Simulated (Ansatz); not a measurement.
# La (La, hcp): the cost of one run

Program: Ansatz 0.2.0. Level of theory: DFT PBE, plane waves (420 eV) with PAW, scalar-relativistic. These are calculated values, not measurements.

### 1 Starting point

The structure is hexagonal, space group P6_3/mmc (No. 194). The conventional cell has a = 3.754 Å, b = 3.754 Å, c = 6.131 Å, α = 90.00°, β = 90.00°, γ = 120.00°. La (site symmetry -6m2) is surrounded by 12 La at 3.75 Å.

Structure file:

```cif
data_structure
_symmetry_space_group_name_H-M 'P6_3/mmc'
_symmetry_Int_Tables_number 194
_cell_length_a 3.7542
_cell_length_b 3.7542
_cell_length_c 6.1307
_cell_angle_alpha 90.000
_cell_angle_beta 90.000
_cell_angle_gamma 120.000
_cell_volume 74.83
loop_
_atom_site_label
_atom_site_type_symbol
_atom_site_symmetry_multiplicity
_atom_site_Wyckoff_symbol
_atom_site_fract_x
_atom_site_fract_y
_atom_site_fract_z
_atom_site_occupancy
La1 La 2 c 0.33333 0.66667 0.25000 1
```

The atoms start with moments of +1 ×2 μB.

### 2 Relaxation of the cell

Contents of input.yaml:

```yaml
crystal:
  lattice:
    - [3.7542362609, 0.0, 0.0]
    - [-1.8771181304, 3.2512639737, 0.0]
    - [0.0, 0.0, 6.130667814]
  atoms:
    - { symbol: La, position: [0.3333333333, 0.6666666667, 0.25], spin: 1.0 }
    - { symbol: La, position: [0.6666666667, 0.3333333333, 0.75], spin: 1.0 }
hamiltonian:
  xc: pbe
  pseudopotentials:
    kind: paw
    azcp:
      La: "pseudopotentials/La.paw.azcp"
basis:
  ecutwfc: 420
  fft_grid_basis: typed
kpoints:
  mp_grid: { grid: [10, 10, 5], shift: [0, 0, 0] }
magnetization:
  spin_polarized: true
scf:
  occupations: { method: fermi_dirac, width: 0.05 }
relax:
  max_steps: 60
  f_tol: 0.01
  cell: {}
```

Launch:

```
ansatz run input.yaml --threads 2 --pin off --max-ram 6144MiB --backend cpu --events-out ev --progress --plain --runs-dir out
```

**Question.** How long does this run take on 2 threads of Arm Neoverse V2, shared host, and how much memory does it need?

About 16 s, with a peak of 0.45 GiB.
